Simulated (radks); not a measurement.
# Valence configurations of Co⁺

An exercise on one series of results from a longer session: the logs are not shown, and one member is left open.

Program: radks (a radial shooting solver on a logarithmic mesh, Libxc functionals) version 1. Level of theory: non-relativistic Kohn-Sham, r2SCAN, spin-unpolarised, spherical densities, point nucleus. These are calculated values, not measurements, unless marked.

## What is computed

- element: cobalt (Z = 27)
- charge: +1
- electrons: 26
- configuration: [Ar] 3d8
- others tried: 3d7 4p1; 3d5 4s2 4p1; 3d7.5 4p0.5; 3d6 4s1 4p1; 3d7 4s1; 3d6 4s2; 3d5.5 4s2 4p0.5; 3d5.5 4s1 4p1.5; 3d6.5 4s1 4p0.5

Outer shells as boxes (Hund's rule):

Co⁺
```
[Ar] core
3d [↑↓][↑↓][↑↓][↑ ][↑ ]
```

The first run:

Settings of this run:

```text
Z 27
configuration [Ar] 3d8
relativity non-relativistic
functional r2scan,r2scan
spin unpolarised
nucleus point
```

Among the steps run: [Ar] 3d8.

One table of the session follows, with a row left open; its other results are not shown here.

From the orbitals of this run (lengths in bohr):

```
level     <r>  outermost maximum (interpolated)  90 % within  nodes
   1s       ?                                 ?            ?      ?
   2s  0.2582                             0.216        0.399      1
   2p  0.2261                             0.173        0.369      0
   3s  0.7873                             0.677         1.18      2
   3p  0.8284                             0.684         1.28      1
   3d   1.125                             0.681         2.01      0
```

Estimate the missing values for 1s.

The run gave: <r>: 0.05692; outermost maximum (interpolated): 0.0375; 90 % within: 0.101; nodes: 0. In the column «<r>» it is the lowest.
